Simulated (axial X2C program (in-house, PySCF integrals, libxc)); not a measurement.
# CoO⁺: properties at the nuclei

Aim: properties at the nuclei of CoO⁺, with spin–orbit coupling in the Hamiltonian from the start.

Program: an in-house X2C program for linear molecules on PySCF integrals. Level of theory: two-component X2C with atomic mean-field terms, Co dyall-cv3z, O dyall-av3z. These are calculated values, not measurements.

## 1. The job

Contents of task.json:

```json
{"zs": [27, 8], "q": 1, "bas": ["dyall-cv3z", "dyall-av3z"], "r0": 1.6, "levels": ["PBE0", "HF", "PBE50", "BHandHLYP", "r2SCAN"], "nst": 3}
```

Keys: zs atomic numbers; q charge; bas basis sets; r0 starting distance in Å; levels methods (HF also brings MP2); nst determinants followed.

On the command line:

```
python soeom.py task.json out
```

Nuclei are Gaussian, cores are contracted, and the Gaunt term is on.

## 2. Expectation values, lowest determinant

R = 1.617 Å. State: Ω = 4 (excess of +ω over −ω: ω = 3/2, ω = 5/2).

Output of the PBE0 run:

```text
two-component X2C + atomic mean field  PBE0
basis functions 162  fitting functions 881  grid points 5073
iter        total energy     max residual
   1      -1466.803858222     1.59e+00
   2      -1467.553762267     2.95e-02
   3      -1467.468937092     1.06e-01
   4      -1467.553866545     2.78e-02
   5      -1467.559096202     3.38e-03
   6      -1467.559174126     1.05e-03
   7      -1467.559181015     3.40e-04
   8      -1467.559183743     1.84e-04
   9      -1467.559184587     6.52e-05
  10      -1467.559184641     2.91e-05
  11      -1467.559184670     1.25e-05
  12      -1467.559184688     1.13e-05
  13      -1467.559184693     3.21e-06
  14      -1467.559184693     3.01e-07
converged
one-electron -2161.70170964  Coulomb 691.83236981  exact exchange -16.61150596  xc functional -51.36622294  nuclear repulsion 70.68786491  atomic mean-field constant -0.39998086
```

The highest occupied spinor is 54% O p, 29% Co d, 14% Co s.

| level | Eeff magnitude (GV/cm) | Ws magnitude Co (kHz) | A∥/gI Co (MHz) | qzz Co (a.u.) | A∥/gI O (MHz) | qzz O (a.u.) |
| --- | --- | --- | --- | --- | --- | --- |
| PBE0 | 1.09 | 0.0822 | 480 | -0.17 | -25.4 | -0.75 |
| HF | 0.861 | 0.0638 | 463 | -0.50 | -87 | -1.10 |
| PBE50 | 0.991 | 0.0739 | 496 | -0.32 | -75 | -1.02 |
| BHandHLYP | 0.958 | 0.0711 | 501 | -0.28 | -73.1 | -1.06 |
| r2SCAN | 1.27 | 0.103 | 524 | -0.11 | -2.24 | -0.28 |

Eeff is the effective electric field on the electron dipole moment in this Ω state and Ws the scalar–pseudoscalar constant (defined with the proton number Z and per Ω); A∥ is the parallel hyperfine constant, which follows by multiplying with the nuclear g factor gI = μI/(I μN); qzz is the electric field gradient, eQq0 = 234.96 MHz × Q/barn × qzz. The operators were transformed with the bare-nucleus X2C matrices.

## 3. Expectation values, a higher determinant

R = 1.617 Å. State: Ω = 3 (excess of +ω over −ω: 2 × ω = -1/2, ω = 3/2, ω = 5/2), 1.06 eV above the lowest in the PBE0 search for states (made at or near this distance, with looser thresholds).

Output of the PBE0 run:

```text
two-component X2C + atomic mean field  PBE0
basis functions 162  fitting functions 881  grid points 5073
iter        total energy     max residual
   1      -1466.764074111     1.58e+00
   2      -1467.514171434     3.02e-02
   3      -1467.407199045     1.20e-01
   4      -1467.514404017     2.99e-02
   5      -1467.520031668     3.43e-03
   6      -1467.520113592     1.30e-03
   7      -1467.520124756     5.64e-04
   8      -1467.520134922     4.41e-04
   9      -1467.520141202     1.98e-04
  10      -1467.520141502     5.08e-05
  11      -1467.520141549     1.28e-05
  12      -1467.520141574     1.05e-05
  13      -1467.520141591     4.34e-06
  14      -1467.520141593     7.66e-07
converged
one-electron -2161.66155381  Coulomb 691.77978265  exact exchange -16.59306454  xc functional -51.33318994  nuclear repulsion 70.68786491  atomic mean-field constant -0.39998086
```

The highest occupied spinor is 45% O p, 36% Co d, 16% Co s.

| level | Eeff magnitude (GV/cm) | Ws magnitude Co (kHz) | A∥/gI Co (MHz) | qzz Co (a.u.) | A∥/gI O (MHz) | qzz O (a.u.) |
| --- | --- | --- | --- | --- | --- | --- |
| PBE0 | 0.702 | 0.102 | 39.4 | -0.14 | -55.2 | -0.59 |
| HF | 0.481 | 0.0887 | 205 | -1.59 | -70.1 | -0.13 |
| PBE50 | 0.727 | 0.115 | 177 | -0.68 | -79.2 | -0.20 |
| BHandHLYP | 0.705 | 0.114 | 178 | -0.66 | -76.6 | -0.16 |
| r2SCAN | 0.772 | 0.112 | -26.7 | -0.12 | -39.2 | 0.07 |

## 4. Expectation values, a higher determinant

R = 1.617 Å. State: Ω = 5 (excess of +ω over −ω: 2 × ω = 1/2, ω = 3/2, ω = 5/2), 1.15 eV above the lowest in the PBE0 search for states (made at or near this distance, with looser thresholds).

Output of the PBE0 run:

```text
two-component X2C + atomic mean field  PBE0
basis functions 162  fitting functions 881  grid points 5073
iter        total energy     max residual
   1      -1466.759867247     1.60e+00
   2      -1467.514966345     2.46e-02
   3      -1467.499776464     5.75e-02
   4      -1467.516911934     1.44e-02
   5      -1467.518403800     3.06e-03
   6      -1467.518488368     4.74e-04
   7      -1467.518491441     2.02e-04
   8      -1467.518492601     9.62e-05
   9      -1467.518492867     8.29e-06
  10      -1467.518492869     2.59e-06
converged
one-electron -2161.35775800  Coulomb 691.51730708  exact exchange -16.62458465  xc functional -51.34134134  nuclear repulsion 70.68786491  atomic mean-field constant -0.39998086
```

The highest occupied spinor is 78% O p, 16% Co d, 6% Co p.

| level | Eeff magnitude (GV/cm) | Ws magnitude Co (kHz) | A∥/gI Co (MHz) | qzz Co (a.u.) | A∥/gI O (MHz) | qzz O (a.u.) |
| --- | --- | --- | --- | --- | --- | --- |
| PBE0 | 0.914 | 0.0625 | 527 | -0.03 | 121 | -0.55 |
| HF | 0.949 | 0.0643 | 462 | -0.37 | 96 | -0.89 |
| PBE50 | 0.93 | 0.0628 | 500 | -0.13 | 114 | -0.68 |
| BHandHLYP | 0.899 | 0.0606 | 505 | -0.07 | 113 | -0.71 |
| r2SCAN | 0.956 | 0.068 | 546 | -0.03 | 116 | -0.51 |

## 5. What came out

| quantity | value |
| --- | --- |
| lowest determinant | Ω = 4 (excess of +ω over −ω: ω = 3/2, ω = 5/2) |
| Eeff magnitude (GV/cm), PBE0 | 1.09 |
| Ws magnitude Co (kHz), PBE0 | 0.0822 |
| A∥/gI Co (MHz), PBE0 | 480 |
| qzz Co (a.u.), PBE0 | -0.17 |
| higher determinant | Ω = 3 (excess of +ω over −ω: 2 × ω = -1/2, ω = 3/2, ω = 5/2) |
| Eeff magnitude (GV/cm), PBE0, higher determinant | 0.702 |
| Ws magnitude Co (kHz), PBE0, higher determinant | 0.102 |
| A∥/gI Co (MHz), PBE0, higher determinant | 39.4 |
| qzz Co (a.u.), PBE0, higher determinant | -0.14 |
| higher determinant | Ω = 5 (excess of +ω over −ω: 2 × ω = 1/2, ω = 3/2, ω = 5/2) |
| Eeff magnitude (GV/cm), PBE0, higher determinant | 0.914 |
| Ws magnitude Co (kHz), PBE0, higher determinant | 0.0625 |
| A∥/gI Co (MHz), PBE0, higher determinant | 527 |
| qzz Co (a.u.), PBE0, higher determinant | -0.03 |

What this shows: In the first state, the effective field runs from 0.861 to 1.27 GV/cm over the mean-field levels. The expectation values come from single determinants, which for open shells can mix terms of unlike spin or miss the lowest Ω, so a determinant need not be a state. Eeff is the effective electric field on the electron dipole moment in this Ω state and Ws the scalar–pseudoscalar constant (defined with the proton number Z and per Ω); A∥ is the parallel hyperfine constant, which follows by multiplying with the nuclear g factor gI = μI/(I μN); qzz is the electric field gradient, eQq0 = 234.96 MHz × Q/barn × qzz. The operators were transformed with the bare-nucleus X2C matrices.
